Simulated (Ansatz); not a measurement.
I need an atomisation energy of H7OSi3, SMILES O[Si]([SiH3])[SiH3]. Use Ansatz 0.2.0 through its Python package. Use (for the species named): MP2, def2-SVP basis, multiplicity 2.

```xyz
11

O     1.8842    0.8903   -0.8954
Si    0.6528   -0.2266   -0.7013
Si    0.6869   -1.1905    1.3762
Si   -1.3980    0.6580   -0.8784
H     1.7963    1.4915   -1.7168
H     0.4839   -0.1620    2.4494
H     2.0635   -1.8420    1.6204
H    -0.2966   -2.2184    1.4743
H    -1.7298    1.6448    0.2520
H    -1.5904    1.3428   -2.1610
H    -2.4875   -0.4448   -0.7988
```

Script `run_tae.py`:
```python
# -*- coding: utf-8 -*-
"""Energy to split H7OSi3 into its atoms."""

from collections import Counter

import ansatz as az


def single_point(molecule, charge=0, unpaired=0):
    calc = (
        molecule.calculation()
        .basis(gaussian="def2-SVP")  # the orbital basis, by name
        .correlation("mp2")  # correlation on top of the mean field
    )
    if charge:
        calc = calc.charge(charge)
    if unpaired:
        calc = calc.spin("collinear", total=unpaired)
    report = calc.run().report
    if report["published_state_doubts"]:
        print("  doubts:", report["published_state_doubts"])
    return report["free_energy_ev"]

GEOMETRY = """
O     1.88420    0.89030   -0.89540
Si    0.65280   -0.22660   -0.70130
Si    0.68690   -1.19050    1.37620
Si   -1.39800    0.65800   -0.87840
H     1.79630    1.49150   -1.71680
H     0.48390   -0.16200    2.44940
H     2.06350   -1.84200    1.62040
H    -0.29660   -2.21840    1.47430
H    -1.72980    1.64480    0.25200
H    -1.59040    1.34280   -2.16100
H    -2.48750   -0.44480   -0.79880
"""


def main():
    h7osi3 = az.Crystal.molecule()
    for line in GEOMETRY.strip().splitlines():
        symbol, *xyz = line.split()
        h7osi3 = h7osi3.atom(symbol, [float(v) for v in xyz])

    # Hund ground states
    unpaired = {"O": 2, "Si": 2, "H": 1}
    counts = Counter(site.symbol for site in h7osi3.cartesian_sites)
    atom_energy = {s: single_point(az.Crystal.molecule().atom(s, (0, 0, 0)), 0, unpaired[s]) for s in counts}
    whole = single_point(h7osi3, 0, 1)
    for s, e in atom_energy.items():
        print(f"{s:2s} x{counts[s]}  {e:14.5f} eV")
    print(f"H7OSi3: {whole:.5f} eV")
    split = sum(counts[s] * e for s, e in atom_energy.items()) - whole
    print(f"atomisation energy (no zero-point term): {96.485332 * split:.1f} kJ/mol, {split / sum(counts.values()):.3f} eV an atom")


if __name__ == "__main__":
    main()
```

`python run_tae.py` gives:
```text
O  x1     -2035.99407 eV
Si x3     -7858.55633 eV
H  x7       -13.58606 eV
H7OSi3: -25737.85817 eV
atomisation energy (no zero-point term): 3000.0 kJ/mol, 2.827 eV an atom
```

3000.0 kJ/mol from the electronic energies, without the zero-point term.

What to keep in mind:
- Total energies depend on the basis set; only differences at equal settings carry meaning.
- The geometry is a force-field or estimated start, not a minimum of this method, and the basis set is short of its limit. All parts are taken at fixed geometry, without zero-point energy.
- The run takes the species as open-shell (spin multiplicity 2), which needn't be its ground state.
- In double-zeta sets correlated atomisation energies come out some 10 to 15 % low.
- Timing: 2.5 s on 1 thread of Arm Neoverse V2, on a shared host, peak memory 0.31 GiB.
